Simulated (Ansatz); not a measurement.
# SF2 (sulfur difluoride): CCSDT(Q)/STO-3G

Aim: the electronic atomisation energy of SF2 (sulfur difluoride) at CCSDT(Q)/STO-3G, from 3 runs. 

The calculation is run with Ansatz 0.2.0.

## 1. The molecule

SF2 has 3 atoms, charge 0, and is taken as a singlet. As SMILES, `FSF`. The coordinates come from a PBE0-D4/def2-TZVP relaxation.

Bond lengths: F1–S2 1.590 Å, S2–F3 1.590 Å. Angles: F1–S2–F3 98.6°.

## 2. The energy at CCSDT(Q)/STO-3G

File input.yaml:

```yaml
basis:
  gaussian:
    orbitals: STO-3G
crystal:
  periodic: [false, false, false]
  atoms:
    - {symbol: F, position_ang: [0.440140, 1.116450, 0.365400]}
    - {symbol: S, position_ang: [-0.601990, 0.126530, -0.315250]}
    - {symbol: F, position_ang: [0.161840, -1.242970, -0.050150]}
correlation:
  method: ccsdt_q
  frozen_orbitals: {F: 1, S: 5}
accuracy: high
scf:
  omitted_lower_state_checks: [cluster_reference, increment]
```

Launch:

```console
$ ansatz run input.yaml --threads 1 --pin off --max-ram 3480MiB --events-out events.jsonl --progress --plain --runs-dir runs
```

Output, cut to the lines that bear on the results:

```text
Warning: RAYON_NUM_THREADS=1 ignored (pool sized by the plan → 1); use --threads N
Functional definition: HF
  name "HF"
[...]
337 factors; integrals over basis functions are off by at most 2.8e-8 eV
[...]
mean field -16032.10171475 eV, -589.1688710683 hartree, gradient 4.7e-8 eV, S^2 0.000000; 0 other end points of the search recorded, 0 dependent functions left out
7 core orbitals not correlated: weight in the atoms' cores, before any rotation towards them, 1.000 or more for the frozen orbitals, at most 0.000 for the correlated occupied ones
reference -16032.10171475 eV, -589.1688710683 hartree; 10, 10 occupied and 2, 2 virtual orbitals, 337 factors
second order -1.49314353 eV of doubles, -0.00000000 eV of singles
cycle   1  -1.84057559 eV  change   -3.5e-1 eV  update   6.4e-2
[...]
cycle  23  -2.12514470 eV  change   -1.0e-9 eV  update   1.4e-9
perturbative correction -0.00184529 eV, -0.0000678132 hartree
Total energy: -16034.22870474 eV, -589.2470365086 hartree
Checks for a lower state left out: cluster_reference, increment
```

Wall time 0.5 s (1 thread of Arm Neoverse V2, shared host).

## 3. The F atom at the same level

File input.yaml:

```yaml
crystal:
  periodic: [false, false, false]
  atoms:
    - {symbol: F, position_ang: [0.000000, 0.000000, 0.000000]}
basis:
  gaussian: {orbitals: STO-3G}
magnetization: {spin_polarized: true, initial_magnetization: 1}
correlation: {method: ccsdt_q, frozen_orbitals: {F: 1}}
accuracy: high
scf: {omitted_lower_state_checks: [cluster_reference, increment]}
```

Run the same way, it converges to -97.98651 Eh (log not shown).

## 4. The S atom at the same level

File input.yaml:

```yaml
crystal:
  periodic: [false, false, false]
  atoms:
    - {symbol: S, position_ang: [0.000000, 0.000000, 0.000000]}
basis:
  gaussian: {orbitals: STO-3G}
magnetization: {spin_polarized: true, initial_magnetization: 2}
correlation: {method: ccsdt_q, frozen_orbitals: {S: 5}}
accuracy: high
scf: {omitted_lower_state_checks: [cluster_reference, increment]}
```

Run the same way, it converges to -393.13022 Eh (log not shown).

## 5. Outcome

At CCSDT(Q)/STO-3G, 7 core orbitals frozen:

| quantity | value |
| --- | --- |
| molecule: total energy | -589.24704 Eh |
| molecule: correlation energy (7 core orbitals frozen) | -78.2 mEh |
| molecule: T1 diagnostic | 0.010 |
| F atom: total energy | -97.98651 Eh |
| F atom: correlation energy (1 core orbital frozen) | 0.0 mEh |
| F atom: ⟨S²⟩ of the reference determinant | 0.750 |
| F atom: T1 diagnostic | 0.000 |
| S atom: total energy | -393.13022 Eh |
| S atom: correlation energy (5 core orbitals frozen) | 0.0 mEh |
| S atom: ⟨S²⟩ of the reference determinant | 2.000 |
| S atom: T1 diagnostic | 0.000 |
| electronic atomisation energy | 3.913 eV |

What this shows: Taking the molecule apart into free atoms costs 3.91 eV (90 kcal/mol), before zero-point energy and without spin-orbit coupling. In a minimal basis such a difference can be off by several eV, whatever the method.
